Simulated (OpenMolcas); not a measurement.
# triplet GaSiH4F: levels of theory compared

We compute a comparison of 6 runs (UHF/def2-SVP, UB3LYP/6-31G*, U-revPBE/def2-SVP, UB3LYP/def2-SVP, UPBE0/def2-SVP, USVWN5/def2-SVP) of triplet GaSiH4F. 

Program for the calculation: OpenMolcas 26.06.

1 further run of the same task is left out (set aside as unsound or not needed).

### 1 The molecule

The species is GaSiH4F (7 atoms), meant as a triplet with charge 0. As SMILES of the parent species, `[F][GaH][SiH3]`. The coordinates come from a PBE0-D4/def2-TZVP relaxation. That shape belongs to the parent species and isn't relaxed for this state.

Bond lengths: F1–Ga2 1.766 Å, Ga2–Si3 2.406 Å, Ga2–H4 1.565 Å, Si3–H5 1.487 Å, Si3–H6 1.487 Å, Si3–H7 1.487 Å. Angles: F1–Ga2–Si3 112.7°, F1–Ga2–H4 112.3°, Si3–Ga2–H4 135.0°, Ga2–Si3–H5 109.4°, Ga2–Si3–H6 111.2°, Ga2–Si3–H7 109.6°, H5–Si3–H6 108.8°, H5–Si3–H7 108.9°, H6–Si3–H7 108.9°.

### 2 The energy at UHF/def2-SVP (run 1)

Input file job.inp:

```
>>> EXPORT MOLCAS_PRINT=2
&GATEWAY
BASLIB = $CurrDir
BASISSET
F.def2-SVP....
F1 0.231600 -2.152100 1.342200 angstrom
End of Basis
BASISSET
Ga.def2-SVP....
Ga2 0.019100 -0.400000 1.279300 angstrom
End of Basis
BASISSET
Si.def2-SVP....
Si3 -0.029700 0.450800 -0.970800 angstrom
End of Basis
BASISSET
H.def2-SVP....
H4 -0.096900 0.235400 2.704700 angstrom
H5 -1.196100 -0.125700 -1.691600 angstrom
H6 -0.144400 1.933400 -0.983000 angstrom
H7 1.216400 0.058100 -1.680800 angstrom
End of Basis
&SEWARD
&SCF
UHF
SPIN = 3
THRESHOLDS = 1e-10 1e-07 1e-07 1e-05
PRORBITALS = 1
```

The basis set def2-SVP is read from a file made from the Basis Set Exchange's data (not shown).

The run is started by

```
$ export MOLCAS_MEM=1860
$ pymolcas job.inp > job.log
```

The log of the run:

```text
--- Start Module: gateway ---
[...]
--- Stop Module: gateway /rc=_RC_ALL_IS_WELL_ ---
--- Start Module: seward ---
[...]
      Basis functions           84
--- Stop Module: seward /rc=_RC_ALL_IS_WELL_ ---
[...]
--- Start Module: scf ---
[...]
       Convergence after  24 Iterations
[...]
::    Total SCF energy                              -2313.4017043154
[...]
      Total spin, S                                     1.0023489491
[...]
      Total electronic charge=   58.000000
      Total            charge=   -0.000000
[...]
      Dipole Moment (debye):
      Origin of the operator (angstrom)=    0.0389   -0.4480    0.7075
                   X= -3.7485E-01               Y=  3.4971E+00               Z= -2.9469E+00           Total=  4.5885E+00
      Quadrupole Moment (debye*angstrom):
[...]
--- Stop Module: scf /rc=_RC_ALL_IS_WELL_ ---
[...]
```

Run time: 6.3 s. Hardware: 1 thread of Intel Xeon 6975P-C (Granite Rapids), shared host; peak memory 0.47 GiB.

### 3 A single-point energy at UB3LYP/6-31G(d) (spherical functions) (run 2)

Input file test.input:

```
&GATEWAY
 BasLib = $CurrDir
 Coord
 7
 bohr
 F      0.43766057    -4.06687959     2.53639040
 Ga     0.03609377    -0.75589045     2.41752663
 Si    -0.05612487     0.85188854    -1.83454612
 H     -0.18311446     0.44484153     5.11114225
 H     -2.26030142    -0.23753857    -3.19666071
 H     -0.27287645     3.65359649    -1.85760078
 H      2.29866286     0.10979309    -3.17625167
 Basis = 6-31Gs
 Group = NoSym

&SEWARD
 GridInput
 Grid=UltraFine
 End of Grid

&SCF
 UHF
 Spin = 3
 KSDFT = B3LYP
 Thresholds = 1e-10 1e-07 1e-07 1e-05
 PrOrbitals = 1 2
```

The basis set 6-31G* is read from a file made from the Basis Set Exchange's data (not shown).

The run is started by

```
$ export MOLCAS_MEM=1860
$ pymolcas test.input > test.log
```

The log of the run:

```text
--- Start Module: gateway ---
[...]
--- Stop Module: gateway /rc=_RC_ALL_IS_WELL_ ---
--- Start Module: seward ---
[...]
      Basis functions           72
--- Stop Module: seward /rc=_RC_ALL_IS_WELL_ ---
[...]
--- Start Module: scf ---
[...]
       Convergence after  23 Iterations
[...]
::    Total KS-DFT energy                           -2316.2356447408
[...]
      Total spin, S                                     1.0013888628
[...]
      Total electronic charge=   58.000000
      Total            charge=   -0.000000
[...]
      Dipole Moment (debye):
      Origin of the operator (angstrom)=    0.0389   -0.4480    0.7075
                   X= -2.8947E-01               Y=  2.6407E+00               Z= -1.8782E+00           Total=  3.2534E+00
      Quadrupole Moment (debye*angstrom):
[...]
--- Stop Module: scf /rc=_RC_ALL_IS_WELL_ ---
[...]
```

It took 23 s on 1 thread of Intel Xeon 6975P-C (Granite Rapids), shared host; peak memory 0.42 GiB.

Runs 3 to 5 aren't shown in full; the table further down has their settings and results.

### 4 A single-point energy at USVWN5/def2-SVP (run 6)

Input file calc.inp:

```
&GATEWAY
  BasLib
  $CurrDir
  Coord
  7
  bohr
  F      0.43766057    -4.06687959     2.53639040
  Ga     0.03609377    -0.75589045     2.41752663
  Si    -0.05612487     0.85188854    -1.83454612
  H     -0.18311446     0.44484153     5.11114225
  H     -2.26030142    -0.23753857    -3.19666071
  H     -0.27287645     3.65359649    -1.85760078
  H      2.29866286     0.10979309    -3.17625167
  Basis
  def2-SVP
  Group
  NoSym

&SEWARD
  GridInput
  Grid=UltraFine
  End of Grid

&SCF
  UHF
  Spin
  3
  KSDFT
  SVWN5
  Thresholds
  1e-10 1e-07 1e-07 1e-05
  PrOrbitals
  1 2
```

The basis set def2-SVP is read from a file made from the Basis Set Exchange's data (not shown).

The run is started by

```
$ export MOLCAS_MEM=1860
$ pymolcas calc.inp > calc.log
```

The log of the run:

```text
--- Start Module: gateway ---
[...]
--- Stop Module: gateway /rc=_RC_ALL_IS_WELL_ ---
--- Start Module: seward ---
[...]
      Basis functions           84
--- Stop Module: seward /rc=_RC_ALL_IS_WELL_ ---
[...]
--- Start Module: scf ---
[...]
       Convergence after  22 Iterations
[...]
::    Total KS-DFT energy                           -2311.2078488746
[...]
      Total spin, S                                     1.0004853960
[...]
      Total electronic charge=   58.000000
      Total            charge=   -0.000000
[...]
      Dipole Moment (debye):
      Origin of the operator (angstrom)=    0.0389   -0.4480    0.7075
                   X= -2.6624E-01               Y=  2.3675E+00               Z= -1.4206E+00           Total=  2.7738E+00
      Quadrupole Moment (debye*angstrom):
[...]
--- Stop Module: scf /rc=_RC_ALL_IS_WELL_ ---
[...]
```

Wall time 15 s (1 thread of Intel Xeon 6975P-C (Granite Rapids), shared host); peak memory 0.47 GiB.

### 5 All runs side by side

```tsv
run	level	integration grid	energy (Eh)	dipole moment (D)	HOMO energy (eV)	⟨S²⟩	wall time
1	UHF/def2-SVP	–	-2313.401704	4.59	-6.11	2.007	6.3 s
2	UB3LYP/6-31G* (spherical functions)	UltraFine	-2316.235645	3.25	-3.62	2.004	23 s
3	U-revPBE/def2-SVP	UltraFine	-2315.822709	2.68	-3.12	2.003	29 s
4	UB3LYP/def2-SVP	UltraFine	-2316.122578	3.18	-3.72	2.004	26 s
5	UPBE0/def2-SVP	UltraFine	-2315.575133	3.30	-4.03	2.004	25 s
6	USVWN5/def2-SVP	UltraFine	-2311.207849	2.77	-3.15	2.001	15 s
```

### 6 What came out

| quantity | value |
| --- | --- |
| run 6: total energy | -2311.20785 Eh |
| run 6: dipole moment | 2.77 D |
| run 6: HOMO energy (highest over α and β) | -3.15 eV |
| run 6: ⟨S²⟩ | 2.001 |

What this shows: The dipole moment (its size) runs from 2.68 D (U-revPBE/def2-SVP) to 4.59 D (UHF/def2-SVP). Totals of different functionals can't be ranked against each other. All runs together took 2.1 min, the longest 29 s.
